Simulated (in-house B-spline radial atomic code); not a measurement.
# Os²⁺: ionisation energy by several methods

An exercise on one series of results from a longer session: the logs are not shown, and one member is left open.

The numbers are computed with in-house B-spline radial atomic code version 1 (scalar-relativistic (X2C), several functionals, spin-polarised, exact exchange averaged over the configuration; spherical all-electron atom at the radial basis limit), except any that are marked as measured or tabulated.

### The atom as given

| Property | Result |
| --- | --- |
| element | osmium (Z = 76) |
| charge | +2 |
| electrons | 74 |
| configuration | [Xe] 4f14 5d6 |
| nucleus | Fermi, rms radius 5.413 fm |

Outer shells as boxes (Hund's rule):

[Xe] 4f14 5d6
```
[Xe] core
4f [↑↓][↑↓][↑↓][↑↓][↑↓][↑↓][↑↓]
5d [↑↓][↑ ][↑ ][↑ ][↑ ]
```

Where spins are not typed, each open shell is filled with up spins first.

The first run:

Input settings:

```ini
Z = 76
electrons = 74.0
configuration = [Xe] 4f14 5d6
hamiltonian = x2c
method = b97_1
spin_polarised = True
nucleus = fermi
rms_radius = 5.4126
mass_number = 192
atomic_mass = 191.961478765
speed_of_light = 137.035999084
exact_exchange = averaged over the configuration
```

Run with:

```sh
python run_scf.py task.json out
```

task.json lists these runs, among others, and the program works through them in turn.

Among the steps run: B97-1, a global hybrid; TPSSh, a global hybrid; HSE06, a range-separated hybrid; B3LYP, a global hybrid; PBE0, a global hybrid.

One of the session's tables, all rows but one given; the rest of the session is left out.

```
method  ΔSCF (eV)
 B97-1     26.991
 TPSSh     26.538
 B3LYP          ?
  PBE0     26.579
 HSE06     26.569
```

Q: Estimate the row for B3LYP from the others.

As computed: ΔSCF (eV): 27.042. In the column «ΔSCF (eV)» it is the highest.
